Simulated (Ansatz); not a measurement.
## TiCuNi2 in Ansatz: tuning --threads

Crystal: TiCuNi2.

```xyz
4
Lattice="-1.8368 1.8368 3.5747 1.8368 -1.8368 3.5747 1.8368 1.8368 -3.5747" Properties=species:S:1:pos:R:3 pbc="T T T"
Cu   -0.0205    0.0304    3.5453
Ni    1.8081   -0.0073    1.8159
Ni   -0.0667    1.8741    1.8131
Ti   -0.0019    0.0197    0.0222
```

The cell comes from a database or a generator and needn't be the stable form of this composition.

The cell isn't the ideal one: atoms moved at random, drawn with an rms of 0.05 Å.

```yaml
Program: Ansatz 0.2.0
Task: tuning run
Functional: PBE
Potentials_or_basis: Ansatz PAW
Cutoff: "420 eV (not typed: the program's choice for these potentials)"
k_mesh: 6 × 6 × 7
Occupations: gaussian, width 0.05 eV
Spin: collinear spin, ferromagnetic start
Starting_moments: "[0.6, 1.0, 1.0, 1.0] μB"
```

These are the settings of the first run; the series varies --threads, with any setting tied to it.

Hardware: Arm Neoverse N1.

```
--threads  energy less the last converged row (meV/atom)  SCF cycles  wall time (s)  peak memory (GiB)
       56                                           0.00          18            6.2                1.7
       32                                           0.00          18            8.7                1.3
       16                                           0.00          18             14               0.99
        8                                           0.00          18             25               0.84
        4                                           0.00          18             49               0.79
        2                                           0.00          18             96               0.76
        1                                           0.00          18            190               0.75
```

Fastest here: 56 (6.2 s); slowest of those that converged: 1 (190 s). These are single runs, one after another on one machine, so differences under about a fifth mean little.

Caveat: the starting moments weren't kept.
